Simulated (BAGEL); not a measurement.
**CH4AlNS (SMILES C1[NH][AlH][S]1): PBE0/6-31G(d) (density fitting with qzvpp-jkfit, spherical functions)**

What is the energy change on altering one bond length of CH4AlNS at PBE0/6-31G* (density fitting with qzvpp-jkfit, spherical functions)? 

The results are computed with BAGEL 1.2.2.

3 further runs of the same task are left out: 1 that didn't finish, 2 set aside as unsound or not needed.

## (1) The structure to begin with

CH4AlNS has 8 atoms, charge 0, and is taken as a singlet. As SMILES, `C1[NH][AlH][S]1`. Geometry: relaxed at PBE0-D4/def2-TZVP.

Bond lengths: C1–N2 1.452 Å, N2–Al3 1.765 Å, C1–S4 1.854 Å, Al3–S4 2.174 Å, C1–H5 1.095 Å, C1–H6 1.095 Å, N2–H7 1.005 Å, Al3–H8 1.573 Å. Some angles: C1–N2–Al3 98.1°, N2–C1–S4 104.8°, N2–Al3–S4 83.1°, C1–S4–Al3 74.0°, C1–N2–H7 116.9°, Al3–N2–H7 145.0°, N2–C1–H5 113.4°, N2–C1–H6 113.4°, S4–C1–H5 107.8°, S4–C1–H6 107.8°.

## (2) The energy at PBE0/6-31G(d) (density fitting with qzvpp-jkfit, spherical functions)

Input file calc.json:

```json
{ "bagel" : [

{
  "title" : "molecule",
  "basis" : "6-31gs.json",
  "df_basis" : "qzvpp-jkfit",
  "angstrom" : true,
  "geometry" : [
    { "atom" : "C", "xyz" : [      -0.384000,       0.821900,      -0.401500 ] },
    { "atom" : "N", "xyz" : [       0.729200,       0.248000,       0.333700 ] },
    { "atom" : "Al", "xyz" : [       0.162000,      -1.422800,       0.377400 ] },
    { "atom" : "S", "xyz" : [      -1.523200,      -0.604000,      -0.724800 ] },
    { "atom" : "H", "xyz" : [      -0.095100,       1.244800,      -1.368800 ] },
    { "atom" : "H", "xyz" : [      -0.941200,       1.572400,       0.168100 ] },
    { "atom" : "H", "xyz" : [       1.466300,       0.874500,       0.606000 ] },
    { "atom" : "H", "xyz" : [       0.678200,      -2.791900,       0.954000 ] }
  ]
},

{
  "title" : "ks",
  "xc_func" : "pbe0"
},

{
  "title" : "print",
  "file" : "orbitals.molden",
  "orbitals" : true
}

]}
```

The basis set 6-31G* is read from a file made from the Basis Set Exchange's data (not shown).

Run with:

```bash
$ BAGEL_NUM_THREADS=1 BAGEL calc.json > calc.out
```

Log:

```text
* using 1 threads per process

  ===============================================================
  ===============================================================

  *** Geometry ***

  { "atom" : "C", "xyz" : [     -0.725655,      1.553166,     -0.758725 ] },
  { "atom" : "N", "xyz" : [      1.377988,      0.468652,      0.630602 ] },
  { "atom" : "Al", "xyz" : [      0.306136,     -2.688702,      0.713183 ] },
  { "atom" : "S", "xyz" : [     -2.878431,     -1.141395,     -1.369673 ] },
  { "atom" : "H", "xyz" : [     -0.179713,      2.352331,     -2.586657 ] },
  { "atom" : "H", "xyz" : [     -1.778610,      2.971405,      0.317663 ] },
  { "atom" : "H", "xyz" : [      2.770905,      1.652565,      1.145174 ] },
  { "atom" : "H", "xyz" : [      1.281612,     -5.275926,      1.802799 ] },

  Number of auxiliary basis functions:      480

  Since a DF basis is specified, we compute 2- and 3-index integrals:
    o Being stored without compression. Storage requirement is 0.020 GB

  Number of basis functions:       72
  Number of electrons      :       46

    * METHOD: MOLECULE                             0.20

  *** Kohn-Sham DFT ***

    * Removing 15239 points whose weight is below 1.00e-10
    * Grid points: 104009

  === Nuclear Repulsion ===
   200.6305315130

       - DIIS with orbital gradients will be used.

  === KS iteration (pbe0 / 6-31gs.json) ===
      0       -710.35175266          0.14929762           0.28
      1       -712.90575489          0.11321100           0.26
      2       -721.59468125          0.13722576           0.26
      3       -731.73313478          0.06436508           0.26
      4       -734.95509744          0.03659110           0.25
      5       -735.38757492          0.01792173           0.26
      6       -735.46630179          0.00953467           0.27
      7       -735.51685946          0.00388583           0.26
      8       -735.52154214          0.00158695           0.26
      9       -735.52242977          0.00060183           0.27
     10       -735.52262836          0.00023198           0.27
     11       -735.52265340          0.00004196           0.27
     12       -735.52265419          0.00000608           0.27
     13       -735.52265420          0.00000362           0.27
     14       -735.52265421          0.00000132           0.26
     15       -735.52265421          0.00000090           0.26
     16       -735.52265421          0.00000028           0.26
     17       -735.52265421          0.00000003           0.26
     18       -735.52265421          0.00000001           0.26
    * SCF iteration converged.

    * Permanent dipole moment:
           (   -0.805925,    -0.323450,    -0.374369) a.u.

    * METHOD: KS                                   5.43

    * METHOD: PRINT                                0.01

  ===============================================================
```

It took 6 s on 1 thread of Arm Neoverse V2, shared host; peak memory 0.38 GiB.

## (3) The distorted shape, same level

Input file dft.json:

```json
{ "bagel" : [

{
  "title" : "molecule",
  "basis" : "6-31gs.json",
  "df_basis" : "qzvpp-jkfit",
  "angstrom" : true,
  "geometry" : [
    { "atom" : "C", "xyz" : [      -0.494553,       0.727935,      -0.442341 ] },
    { "atom" : "N", "xyz" : [       0.618647,       0.154035,       0.292859 ] },
    { "atom" : "Al", "xyz" : [       0.051447,      -1.516765,       0.336559 ] },
    { "atom" : "S", "xyz" : [      -1.633753,      -0.697965,      -0.765641 ] },
    { "atom" : "H", "xyz" : [      -0.205653,       1.150835,      -1.409641 ] },
    { "atom" : "H", "xyz" : [      -1.051753,       1.478435,       0.127259 ] },
    { "atom" : "H", "xyz" : [       1.466300,       0.874500,       0.606000 ] },
    { "atom" : "H", "xyz" : [       0.567647,      -2.885865,       0.913159 ] }
  ]
},

{
  "title" : "ks",
  "xc_func" : "pbe0",
  "charge" : 0
},

{
  "title" : "print",
  "file" : "orbitals.molden",
  "orbitals" : true
}

]}
```

The basis set 6-31G* is read from a file made from the Basis Set Exchange's data (not shown).

Run with:

```bash
$ BAGEL_NUM_THREADS=1 BAGEL dft.json > dft.out
```

Log:

```text
* using 1 threads per process

  ===============================================================
  ===============================================================

  *** Geometry ***

  { "atom" : "C", "xyz" : [     -0.934570,      1.375598,     -0.835903 ] },
  { "atom" : "N", "xyz" : [      1.169073,      0.291084,      0.553423 ] },
  { "atom" : "Al", "xyz" : [      0.097221,     -2.866270,      0.636004 ] },
  { "atom" : "S", "xyz" : [     -3.087346,     -1.318963,     -1.446852 ] },
  { "atom" : "H", "xyz" : [     -0.388628,      2.174763,     -2.663835 ] },
  { "atom" : "H", "xyz" : [     -1.987525,      2.793837,      0.240485 ] },
  { "atom" : "H", "xyz" : [      2.770905,      1.652565,      1.145174 ] },
  { "atom" : "H", "xyz" : [      1.072697,     -5.453494,      1.725620 ] },

  Number of auxiliary basis functions:      480

  Since a DF basis is specified, we compute 2- and 3-index integrals:
    o Being stored without compression. Storage requirement is 0.020 GB

  Number of basis functions:       72
  Number of electrons      :       46

    * METHOD: MOLECULE                             0.20

  *** Kohn-Sham DFT ***

    * Removing 15042 points whose weight is below 1.00e-10
    * Grid points: 104206

  === Nuclear Repulsion ===
   199.8278242854

       - DIIS with orbital gradients will be used.

  === KS iteration (pbe0 / 6-31gs.json) ===
      0       -710.30862545          0.14828968           0.28
      1       -713.00674574          0.11212039           0.27
      2       -721.23781783          0.13553300           0.27
      3       -731.60845051          0.06618089           0.27
      4       -734.82534515          0.03979929           0.26
      5       -735.35857788          0.01848839           0.27
      6       -735.44174151          0.01084744           0.27
      7       -735.50157816          0.00433395           0.27
      8       -735.50651869          0.00222639           0.27
      9       -735.50873812          0.00073121           0.27
     10       -735.50905435          0.00024630           0.27
     11       -735.50908111          0.00005055           0.27
     12       -735.50908222          0.00000629           0.27
     13       -735.50908223          0.00000387           0.27
     14       -735.50908224          0.00000089           0.27
     15       -735.50908224          0.00000068           0.27
     16       -735.50908224          0.00000022           0.26
     17       -735.50908224          0.00000005           0.27
     18       -735.50908224          0.00000001           0.27
     19       -735.50908224          0.00000000           0.27
    * SCF iteration converged.

    * Permanent dipole moment:
           (   -0.805102,    -0.335466,    -0.371360) a.u.

    * METHOD: KS                                   5.79

    * METHOD: PRINT                                0.01

  ===============================================================
```

Run time: 6.3 s. Hardware: 1 thread of Arm Neoverse V2, shared host; peak memory 0.38 GiB.

## (4) Summary of results

Level: PBE0/6-31G* (density fitting with qzvpp-jkfit, spherical functions).

```
                                                         quantity          value
                                        first shape: total energy  -735.52265 Eh
                                       first shape: dipole moment         2.40 D
                                         first shape: HOMO energy       -6.73 eV
                                         first shape: LUMO energy       -0.37 eV
                                       first shape: HOMO–LUMO gap        6.36 eV
                                    distorted shape: total energy  -735.50908 Eh
                                   distorted shape: dipole moment         2.41 D
                                     distorted shape: HOMO energy       -6.72 eV
                                     distorted shape: LUMO energy       -0.36 eV
                                   distorted shape: HOMO–LUMO gap        6.36 eV
energy change with the N2–H7 bond stretched from 1.005 to 1.156 Å       0.369 eV
```

In words: With the N2–H7 bond stretched from 1.005 to 1.156 Å the energy rises by 0.37 eV (8.5 kcal/mol). The first shape isn't relaxed at this level, so the change isn't measured from a minimum.
